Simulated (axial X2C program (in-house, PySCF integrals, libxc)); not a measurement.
**A two-component session on InN: properties at the nuclei**

Aim: properties at the nuclei of InN, with spin–orbit coupling in the Hamiltonian from the start.

Method: two-component X2C with atomic mean-field terms, In dyall-acv3z, N dyall-av3z; program: an in-house X2C program for linear molecules on PySCF integrals.

All values are calculated.

**1. Input**

task.json

```json
{
 "zs": [
  49,
  7
 ],
 "q": 0,
 "bas": [
  "dyall-acv3z",
  "dyall-av3z"
 ],
 "r0": 1.96,
 "levels": [
  "PBE0",
  "HF",
  "B3LYP"
 ],
 "nst": 1,
 "ff": 1,
 "thr": -3.5,
 "nmax": 130,
 "opt": {
  "ecut": 60
 }
}
```

Keys: zs atomic numbers; q charge; bas basis sets; r0 starting distance in Å; levels methods (HF also brings MP2); nst determinants followed; ff finite-field run; thr threshold in hartree for freezing inner shells (an s shell follows its p shell); nmax most natural virtual spinors; ecut virtual cutoff in hartree.

Started as:

```console
python soeom.py task.json out
```

The runs that follow: Expectation values, lowest determinant; Finite-field coupled cluster.

What does the calculation give? Wanted: lowest determinant; Eeff magnitude; Ws magnitude In; A∥/gI In; qzz In (for each run or level that gives them).

**Answer**, as computed:

| quantity | value |
| --- | --- |
| lowest determinant | Ω = 1 (excess of +ω over −ω: ω = -1/2, ω = 3/2) |
| Eeff magnitude (GV/cm), PBE0 | 0.658 |
| Ws magnitude In (kHz), PBE0 | 0.453 |
| A∥/gI In (MHz), PBE0 | -32.6 |
| qzz In (a.u.), PBE0 | -6.56 |
| Eeff magnitude (GV/cm), CCSD(T) | 2.33 |
| Ws magnitude In (kHz), CCSD(T) | 1.41 |
| A∥/gI In (MHz), CCSD(T) | -42.2 |
| qzz In (a.u.), CCSD(T) | -6.32 |

What this shows: In the first state, the effective field runs from 0.658 to 0.778 GV/cm over the mean-field levels. The expectation values come from single determinants, which for open shells can mix terms of unlike spin or miss the lowest Ω, so a determinant need not be a state. Eeff is the effective electric field on the electron dipole moment in this Ω state and Ws the scalar–pseudoscalar constant (defined with the proton number Z and per Ω); A∥ is the parallel hyperfine constant, which follows by multiplying with the nuclear g factor gI = μI/(I μN); qzz is the electric field gradient, eQq0 = 234.96 MHz × Q/barn × qzz; μ is positive if N is the positive end. The operators were transformed with the bare-nucleus X2C matrices. Correlation of the inner shells is missing, which matters for properties at the nucleus.
